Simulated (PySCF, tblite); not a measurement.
# C₈H₈B radical: geometry, infrared bands and EPR parameters

What infrared bands and EPR parameters should C₈H₈B radical (`Bc1ccc([C]=C)cc1`) show?

The runs use tblite 0.8.0 and PySCF 2.14.0, with density-fitted response routines of our own; the level of theory stands in each step. All values are computed, except where a source is named. Atoms are numbered from 0 throughout.

### Step 1. Starting geometry

17 atoms, charge 0, multiplicity 2; geometry from: force field or distance geometry start.

Bonds of the start (Å): B0–C1 1.59, C1–C2 1.36, C2–C3 1.40, C3–C4 1.40, C4–C5 1.48, C5–C6 1.34, C4–C7 1.38, C7–C8 1.38, C8–C1 1.41, B0–H9 1.19, B0–H10 1.17, C2–H11 1.08, C3–H12 1.08, C6–H13 1.08, C6–H14 1.09, C7–H15 1.10, C8–H16 1.08.

### Step 2. Relaxing the molecule with GFN2-xTB

What the job is given:

```
{"job": {"kind": "relax", "xc": "GFN2-xTB", "basis": "xTB"}, "charge": 0, "multiplicity": 2}
B      3.056100    -0.061400    -0.910700
C      1.495600    -0.083200    -0.610500
C      0.627300     0.724200    -1.286800
C     -0.745800     0.716100    -1.033100
C     -1.188300    -0.160300    -0.035500
C     -2.620200    -0.261400     0.318000
C     -3.001400     0.345400     1.454400
C     -0.327700    -0.982300     0.669300
C      1.025200    -0.957200     0.387800
H      3.713800    -0.876400    -0.335400
H      3.611800     0.940500    -1.169300
H      1.045100     1.374900    -2.042200
H     -1.431400     1.360100    -1.567900
H     -2.206600     0.846700     1.992900
H     -4.034800     0.320800     1.794200
H     -0.742400    -1.649100     1.440200
H      1.716800    -1.585400     0.924800
```

Run with:

```
OMP_NUM_THREADS=1 python probes_run.py task.json out
```

One launch serves the whole session: the jobs run in the order shown.

**Question.** This job is followed by: GFN2-xTB harmonic vibrations, gas phase; UKS B3LYP, pcH-1 on B C H, non-relativistic, mean-field spin-orbit, GIAO. What will the session give for the following? strongest single infrared mode (GFN2-xTB); zero-point energy (GFN2-xTB); g(iso) (B3LYP); ⟨S²⟩; largest a(iso) (averaged by class); surface potential, 1st and 99th percentile.

**Answer**, as computed:

| quantity | value |
| --- | --- |
| strongest single infrared mode (GFN2-xTB) | 2622 cm⁻¹, 290 km/mol |
| zero-point energy (GFN2-xTB) | 79.0 kcal/mol |
| g(iso) (B3LYP) | 2.00236 |
| ⟨S²⟩ | 0.779 (exact 0.75) |
| largest a(iso) (averaged by class) | 1H on H13, H14, 112.0 MHz |
| surface potential, 1st and 99th percentile | -0.56 V and 1.13 V |

What this shows: Relaxing lowered the energy by 1.267 eV in 95 steps; the close pair that moved most is C4–C5, from 1.478 to 1.346 Å. No mode is imaginary among the 45: a minimum at this level. The strongest single mode, at 2622 cm⁻¹, moves mainly H9 and H10. GFN2-xTB is a fitted tight-binding method: band positions and strengths are rough. Its intensities can rank the bands wrongly. The largest share of the spin, 0.58 e, sits on C5. The isotropic g lies 0.0 ppt above the free-electron value.
